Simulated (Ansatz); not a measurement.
## Molecular dynamics of Li2Fe3SnO8

Input file:

```yaml
crystal:
  lattice:
    - [5.989001, 0.0, 0.0]
    - [-2.9945, 5.186628, 0.0]
    - [0.0, 0.0, 9.848303]
  atoms:
    - { symbol: Li, position: [0.32615618, 0.64382814, 0.88778216] }
    - { symbol: Li, position: [0.01281509, 0.04392524, 0.99493123] }
    - { symbol: Li, position: [0.00734475, -0.01427565, 0.50560244] }
    - { symbol: Li, position: [0.70108951, 0.36161924, 0.40283888] }
    - { symbol: Fe, position: [0.17858097, 0.84121404, 0.21290161], spin: 2.5 }
    - { symbol: Fe, position: [0.15376327, 0.33564986, 0.22410428], spin: 2.5 }
    - { symbol: Fe, position: [0.65179468, 0.84052633, 0.21912461], spin: 2.5 }
    - { symbol: Fe, position: [0.34801207, 0.17198841, 0.70663668], spin: 2.5 }
    - { symbol: Fe, position: [0.83271402, 0.67685342, 0.7147001], spin: 2.5 }
    - { symbol: Fe, position: [0.83320132, 0.17512955, 0.72776451], spin: 2.5 }
    - { symbol: Sn, position: [0.34089474, 0.66287091, 0.48310645] }
    - { symbol: Sn, position: [0.6623247, 0.33061083, 0.98883191] }
    - { symbol: O, position: [0.17166191, 0.86202843, 0.60602272] }
    - { symbol: O, position: [0.04361108, 0.50078449, 0.32451997] }
    - { symbol: O, position: [0.34780965, 0.68278791, 0.10954524] }
    - { symbol: O, position: [0.00662847, -0.00303522, 0.30611922] }
    - { symbol: O, position: [-0.0123542, -0.01503285, 0.81221629] }
    - { symbol: O, position: [0.15016194, 0.30111914, 0.59144755] }
    - { symbol: O, position: [0.43851819, 0.96365263, 0.33088727] }
    - { symbol: O, position: [0.52943466, 0.55573015, 0.32051783] }
    - { symbol: O, position: [0.29994263, 0.16815259, 0.08936443] }
    - { symbol: O, position: [0.6681179, 0.8170484, 0.59172242] }
    - { symbol: O, position: [0.49190851, 0.4473362, 0.82809944] }
    - { symbol: O, position: [0.53425555, 0.03859346, 0.86239531] }
    - { symbol: O, position: [0.68385379, 0.3623943, 0.59911465] }
    - { symbol: O, position: [0.86315941, 0.69534156, 0.09795046] }
    - { symbol: O, position: [0.98878998, 0.48719551, 0.82718798] }
    - { symbol: O, position: [0.86324529, 0.17401889, 0.11064665] }
magnetization:
  spin_polarized: true
basis:
  ecutwfc: 420.0
kpoints:
  mp_grid: { grid: [2, 2, 1] }
hamiltonian:
  xc: pbesol
scf:
  occupations: { method: fermi_dirac, width: 0.05 }
  lower_state_search: "off"
md:
  timestep: 1.5
  n_steps: 90
  ensemble: nvt_langevin
  temperature: 1170.0
  initial_velocities: maxwell_boltzmann
  seed: 140506
  friction: 0.01
```

Launched with:

```bash
$ ansatz run input.yaml --threads 2 --pin off --max-ram 5120MiB --backend cpu --events-out ev --progress --plain --runs-dir out
```

It goes on from the last frame of an earlier run, with new velocities.

Output, in part (step lines):

```
md step     0: t =     0.00 fs  T =  1128.2 K  F+E_penalty+E_count = -48376.73265729 eV  E_kin = 4.083323 eV  (68 SCF iters)
md step     1: t =     1.50 fs  T =  1161.6 K  F+E_penalty+E_count = -48376.83175911 eV  E_kin = 4.204243 eV  (35 SCF iters)
md step     2: t =     3.00 fs  T =  1224.6 K  F+E_penalty+E_count = -48376.93070367 eV  E_kin = 4.432302 eV  (34 SCF iters)
md step     3: t =     4.50 fs  T =  1225.8 K  F+E_penalty+E_count = -48377.01820994 eV  E_kin = 4.436688 eV  (30 SCF iters)
md step     4: t =     6.00 fs  T =  1149.8 K  F+E_penalty+E_count = -48377.06602953 eV  E_kin = 4.161598 eV  (33 SCF iters)
md step     5: t =     7.50 fs  T =  1187.3 K  F+E_penalty+E_count = -48377.06335043 eV  E_kin = 4.297278 eV  (38 SCF iters)
md step     6: t =     9.00 fs  T =  1162.5 K  F+E_penalty+E_count = -48377.01197893 eV  E_kin = 4.207382 eV  (35 SCF iters)
md step     7: t =    10.50 fs  T =  1158.6 K  F+E_penalty+E_count = -48376.93156684 eV  E_kin = 4.193193 eV  (31 SCF iters)
[... lines left out ...]
```

The steps, from the saved trajectory:

| time (fs) | T (K) | potential energy less start (eV) |
| --- | --- | --- |
| 0 | 1128 | 0.000 |
| 4.5 | 1226 | -0.286 |
| 9 | 1162 | -0.279 |
| 13.5 | 1086 | 0.008 |
| 18 | 1049 | 0.368 |
| 22.5 | 962 | 0.574 |
| 27 | 967 | 0.470 |
| 31.5 | 1006 | 0.361 |
| 36 | 933 | 0.376 |
| 40.5 | 834 | 0.429 |
| 45 | 694 | 0.584 |
| 49.5 | 729 | 0.803 |
| 54 | 791 | 0.967 |
| 58.5 | 848 | 0.921 |
| 63 | 860 | 0.842 |
| 67.5 | 902 | 0.813 |
| 72 | 930 | 0.817 |
| 76.5 | 973 | 0.851 |
| 81 | 914 | 1.097 |
| 85.5 | 917 | 1.443 |
| 90 | 829 | 1.612 |
| 94.5 | 808 | 1.481 |
| 99 | 954 | 1.145 |
| 103.5 | 1140 | 0.743 |
| 108 | 1219 | 0.635 |
| 112.5 | 1163 | 0.708 |
| 117 | 1111 | 0.787 |
| 121.5 | 1044 | 0.844 |
| 126 | 1070 | 0.930 |
| 130.5 | 1096 | 0.917 |
| 135 | 1131 | 0.824 |

All steps were run. The mean temperature of the second half is 14 % below the set value. A run of 0.14 ps of so small a system gives no equilibrium averages. No Hubbard correction was used and the magnetic state wasn't searched. Limits of this set-up: coarse k mesh.

Mean squared displacements from the first frame to the last, about the centre of mass: Li 0.20 Å², Fe 0.03 Å², Sn 0.02 Å², O 0.11 Å².

Last frame:

```xyz
28
Lattice="5.9890 0.0000 0.0000 -2.9945 5.1866 0.0000 0.0000 0.0000 9.8483" Properties=species:S:1:pos:R:3
Li 0.086 3.574 8.629
Li -0.040 -0.064 9.650
Li -0.348 0.425 4.658
Li 2.933 2.001 3.691
Fe -1.468 4.556 2.179
Fe -0.060 2.027 2.043
Fe 1.567 4.472 2.123
Fe 1.537 0.857 7.107
Fe 3.026 3.589 6.884
Fe 4.504 1.104 7.110
Sn -0.020 3.564 4.933
Sn 2.926 1.933 9.836
O -1.633 4.293 5.824
O -1.384 2.991 3.449
O -0.086 3.745 1.183
O -0.049 0.395 2.882
O 0.109 -0.023 7.820
O -0.020 1.673 5.829
O 0.058 4.966 3.277
O 1.142 2.598 3.521
O 1.576 0.781 0.953
O 1.613 4.549 5.818
O 1.930 2.690 8.336
O 2.935 0.264 8.123
O 2.686 1.923 5.954
O 3.171 3.709 1.114
O 4.463 2.630 7.810
O 4.638 1.012 1.065
```

Run time: 31 min on 2 threads of Intel(R) Xeon(R) Platinum 8488C (Sapphire Rapids) (shared host), peak memory 1.6 GiB.
